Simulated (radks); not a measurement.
# Ba⁴²⁺ in [Ne] 3s2 3p1 3d1: an all-electron calculation

What are the levels of the barium ion Ba42+, how large are its shells, and how does its energy divide?

Method: scalar-relativistic Kohn-Sham, r2SCAN, spin-unpolarised, spherical densities, finite nucleus. Code: radks (a radial shooting solver on a logarithmic mesh, Libxc functionals) version 1.

**1. Starting point**

| Quantity | Value |
| --- | --- |
| element | barium (Z = 56) |
| charge | +42 |
| electrons | 14 |
| configuration | [Ne] 3s2 3p1 3d1 |
| nuclear rms radius | 4.8378 fm |

The outer shells:

Ba⁴²⁺
```
[Ne] core
3s [↑↓]
3p [↑ ][  ][  ]
3d [↑ ][  ][  ][  ][  ]
```

**2. The run**

The run's settings:

```text
Z 56
configuration [Ne] 3s2 3p1 3d1 4s0 4p0 4d0 4f0
relativity scalar-relativistic
functional r2scan,r2scan
spin unpolarised
nucleus finite rms 4.8378 fm
c 137.035999084
```

Run with:

```sh
python run_ks.py task.json out
```

All runs below come from this command, one after another.

**Question.** What will this run give?

As calculated:

```
                        quantity                 value
                    total energy    -6515.6074 hartree
exchange-correlation share of it                1.69 %
                            −T/E                1.0670
          highest occupied level        3d, -2948.4 eV
    most extended occupied level  3s, <r> = 0.263 bohr
 radius at density 0.001 e/bohr³            0.727 bohr
    maxima of the radial density                     2
```

What this shows: The radial density shows 2 maxima for 3 occupied principal shells; where shells overlap, one shows as a shoulder or not at all. −T/E is 1.067: with relativity the kinetic term as defined here no longer equals −E. This is not the tabulated ground configuration, so its levels and sizes aren't those of the ground state, and no measured value stands beside it.
